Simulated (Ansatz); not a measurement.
# AlBH4NCl: two torsions

A grid of calculations on AlBClH₄N, SMILES [BH2][Al]([NH2])[Cl], to see where the energy is lowest and how it rises around there.

The runs use Ansatz 0.2.0; RHF/def2-SVP.

## 1. The system as given

SMILES `[BH2][Al]([NH2])[Cl]`, 8 atoms, charge 0, spin multiplicity 1.

Atoms are counted from 1 here; the program's logs count them from 0.

Bond lengths: B1–Al2 2.119 Å, B1–H5 1.219 Å, B1–H6 1.219 Å, Al2–N3 1.781 Å, Al2–Cl4 2.136 Å, N3–H7 1.022 Å, N3–H8 1.024 Å. Angles: Al2–B1–H5 122.2°, Al2–B1–H6 122.8°, H5–B1–H6 114.9°, B1–Al2–N3 126.8°, B1–Al2–Cl4 117.9°, N3–Al2–Cl4 115.3°, Al2–N3–H7 126.0°, Al2–N3–H8 124.0°, H7–N3–H8 110.0°.

As a file:

```xyz
8
AlBClH4N
B    -0.5273    1.7139   -0.3249
Al   -0.2342   -0.3847   -0.2878
N     0.8885   -1.2868    0.7605
Cl   -1.3807   -1.5775   -1.6393
H     0.0463    2.4359   -1.1218
H    -1.3084    2.2854    0.4163
H     1.5035   -0.8839    1.4706
H     1.0124   -2.3023    0.7265
```

This geometry comes from a loose relaxation at PBE in a small basis, which is not shown.

## 3. Setting up the map

The axes are (1) dihedral H5–B1–Al2–N3: 18 values from −180 to 160 °, periodic; (2) dihedral B1–Al2–N3–H7: 18 values from −180 to 160 °, periodic.

Nothing else is relaxed (all other coordinates rigid). Energies count from the relaxed molecule at the same level. Points are written as (first, second).

(The set-up runs are not shown.)

## 4. The run at (−160°, −160°)

Input file input.yaml:

```yaml
crystal:
  periodic: [false, false, false]
  atoms:
    - { symbol: B, position_ang: [-0.522925, 1.716205, -0.319748] }
    - { symbol: Al, position_ang: [-0.246645, -0.403626, -0.299979] }
    - { symbol: "N", position_ang: [-1.412592, -1.576447, 0.31534] }
    - { symbol: Cl, position_ang: [1.555774, -1.232906, -1.068868] }
    - { symbol: H, position_ang: [0.108017, 2.442395, -1.041685] }
    - { symbol: H, position_ang: [-1.328894, 2.268592, 0.381524] }
    - { symbol: H, position_ang: [-1.207788, -2.517399, 0.592688] }
    - { symbol: H, position_ang: [-2.390716, -1.393492, 0.438744] }
basis:
  gaussian: { orbitals: def2-SVP }
hamiltonian:
  xc: hf
output:
  forces: true
```

Launch:

```
> ansatz run input.yaml --threads 1 --pin off --max-ram 2560MiB --backend cpu --events-out ev --progress --plain --runs-dir out
```

The session goes on with these runs: all other points of the grid.

What does the calculation give? Wanted: lowest point; highest computed point; largest force on an atom.

As calculated:

| quantity | value |
| --- | --- |
| lowest point | (100°, 0°), 0.15 kJ/mol |
| highest computed point | (−180°, 80°), 44.4 kJ/mol above the lowest |
| largest force on an atom (eV/Å) | 0.01 at (100°, 0°) to 0.48 at (80°, −100°); 0.01 at the lowest point |
| time for the whole task | 4.4 min on 1 thread, shared host |

**Reading.** The lowest computed point is at (100°, 0°), 0.15 kJ/mol from the relaxed molecule at the same level; the map holds 4 wells of about this depth. It is the only kind of minimum in the scanned range. The highest computed point, (−180°, 80°), lies 44.4 kJ/mol above the lowest. On the interpolated surface the easiest way out of the lowest well to a well of the same energy at (−80°, 0°) passes a barrier of about 5.4 kJ/mol. Round the minimum the valley is somewhat tilted: raising dihedral H5–B1–Al2–N3 shifts the best value of dihedral B1–Al2–N3–H7 upwards (coupling k₁₂/√(k₁₁k₂₂) about −0.2).
